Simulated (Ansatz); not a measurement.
Debugging a rigid scan of one bond length of F2HSSn, SMILES [F][Sn]([F])[SH] (Ansatz 0.2.0, Python API).

The script, `f2hssn.py`:
```python
"""Potential curve of F2HSSn along one bond."""

import ansatz as az
import matplotlib.pyplot as plt
import numpy as np

GEOMETRY = """
F    -0.18360   -1.76470    1.65300
Sn    0.24660   -0.06830    0.74290
F     1.97530   -0.25260   -0.07600
S    -1.30050    0.43150   -0.97970
H    -0.68800    1.58040   -1.38160
"""


def main() -> None:
    mol = az.Crystal.molecule()
    for line in GEOMETRY.strip().splitlines():
        symbol, *xyz = line.split()
        mol = mol.atom(symbol, [float(v) for v in xyz])

    symbols = [site.symbol for site in mol.cartesian_sites]
    start = np.array([site.position_ang for site in mol.cartesian_sites])
    axis = (start[2] - start[1]) / np.linalg.norm(start[2] - start[1])
    moving = [2]
    lengths, energies = [1.691, 1.768, 1.845, 1.922, 1.999, 2.075, 2.152, 2.268], []
    for length in lengths:
        xyz = start.copy()
        xyz[moving] += (length - np.linalg.norm(start[2] - start[1])) * axis
        point = az.Crystal.molecule()
        for symbol, place in zip(symbols, xyz):
            point = point.atom(symbol, place.tolist())
        setup = (
            point.calculation()
            .basis(gaussian="def2-SVP")
            .functional("pbe0")
            .spin("collinear", total=1)
            .kpoints(2, 2, 2)  # the mesh must be finer for metals
        )
        report = setup.run(threads=1, pin="off").report
        energies.append(report["free_energy_ev"])
        print(f"r = {length:6.3f} A  E = {energies[-1]:.5f} eV  <S^2> = {abs(report['mean_field']['state']['spin_squared']):.3f}")

    # quartic fit about the minimum
    fit = np.polynomial.Polynomial.fit(lengths, np.array(energies) - min(energies), 4).convert()
    roots = [r.real for r in fit.deriv().roots() if abs(r.imag) < 1e-9 and fit.deriv(2)(r.real) > 0]
    r_e = min(roots, key=lambda r: abs(r - lengths[int(np.argmin(energies))]))
    print(f"minimum of the fit at {r_e:.4f} A, force constant {fit.deriv(2)(r_e):.2f} eV/A^2")
    plt.figure(figsize=(4.5, 3))
    plt.plot(lengths, np.array(energies) - min(energies), "o-")
    plt.xlabel("bond length (A)")
    plt.ylabel("E - E(min) (eV)")
    plt.tight_layout()
    plt.savefig("scan.png", dpi=100)


if __name__ == "__main__":
    main()
```

```console
$ python f2hssn.py
Traceback (most recent call last):
  File "f2hssn.py", line 58, in <module>
    main()
    ~~~~^^
  File "f2hssn.py", line 40, in main
    report = setup.run(threads=1, pin="off").report
             ~~~~~~~~~^^^^^^^^^^^^^^^^^^^^^^
  ...
ansatz.RefusalError: invalid value for `basis.gaussian`: such a run doesn't read kpoints; remove what it names
$ echo $?
1
```
(Library frames cut from the traceback.)

Find the fault and give the corrected script.

The fault: a molecule in a Gaussian basis takes no k-points. The change:

Script `f2hssn.py`:
```python
"""Potential curve of F2HSSn along one bond."""

import ansatz as az
import matplotlib.pyplot as plt
import numpy as np

GEOMETRY = """
F    -0.18360   -1.76470    1.65300
Sn    0.24660   -0.06830    0.74290
F     1.97530   -0.25260   -0.07600
S    -1.30050    0.43150   -0.97970
H    -0.68800    1.58040   -1.38160
"""


def main() -> None:
    mol = az.Crystal.molecule()
    for line in GEOMETRY.strip().splitlines():
        symbol, *xyz = line.split()
        mol = mol.atom(symbol, [float(v) for v in xyz])

    symbols = [site.symbol for site in mol.cartesian_sites]
    start = np.array([site.position_ang for site in mol.cartesian_sites])
    axis = (start[2] - start[1]) / np.linalg.norm(start[2] - start[1])
    moving = [2]
    lengths, energies = [1.691, 1.768, 1.845, 1.922, 1.999, 2.075, 2.152, 2.268], []
    for length in lengths:
        xyz = start.copy()
        xyz[moving] += (length - np.linalg.norm(start[2] - start[1])) * axis
        point = az.Crystal.molecule()
        for symbol, place in zip(symbols, xyz):
            point = point.atom(symbol, place.tolist())
        setup = (
            point.calculation()
            .basis(gaussian="def2-SVP")
            .functional("pbe0")
            .spin("collinear", total=1)
        )
        report = setup.run(threads=1, pin="off").report
        energies.append(report["free_energy_ev"])
        print(f"r = {length:6.3f} A  E = {energies[-1]:.5f} eV  <S^2> = {abs(report['mean_field']['state']['spin_squared']):.3f}")

    # quartic fit about the minimum
    fit = np.polynomial.Polynomial.fit(lengths, np.array(energies) - min(energies), 4).convert()
    roots = [r.real for r in fit.deriv().roots() if abs(r.imag) < 1e-9 and fit.deriv(2)(r.real) > 0]
    r_e = min(roots, key=lambda r: abs(r - lengths[int(np.argmin(energies))]))
    print(f"minimum of the fit at {r_e:.4f} A, force constant {fit.deriv(2)(r_e):.2f} eV/A^2")
    plt.figure(figsize=(4.5, 3))
    plt.plot(lengths, np.array(energies) - min(energies), "o-")
    plt.xlabel("bond length (A)")
    plt.ylabel("E - E(min) (eV)")
    plt.tight_layout()
    plt.savefig("scan.png", dpi=100)


if __name__ == "__main__":
    main()
```

After the fix:

```console
$ python f2hssn.py
r =  1.691 A  E = -22100.45477 eV  <S^2> = 0.754
r =  1.768 A  E = -22101.13564 eV  <S^2> = 0.754
r =  1.845 A  E = -22101.49456 eV  <S^2> = 0.755
r =  1.922 A  E = -22101.62879 eV  <S^2> = 0.755
r =  1.999 A  E = -22101.60865 eV  <S^2> = 0.755
r =  2.075 A  E = -22101.48729 eV  <S^2> = 0.756
r =  2.152 A  E = -22101.29849 eV  <S^2> = 0.757
r =  2.268 A  E = -22100.94762 eV  <S^2> = 0.759
minimum of the fit at 1.9459 A, force constant 23.00 eV/A^2
```

What to keep in mind:
- Total energies depend on the basis set; only differences at equal settings carry meaning.
- The rest of the molecule is held rigid at a force-field or estimated start geometry, and the basis set is modest; single-reference methods fail as a bond breaks.
- def2 sets replace the cores of elements past krypton by effective core potentials.
- The species is open-shell (spin multiplicity 2).
- Spin-orbit coupling of the heavy open-shell atom is left out.
- Finished in 36 s on 1 thread of Arm Neoverse V1 (shared host), peak memory 0.32 GiB.
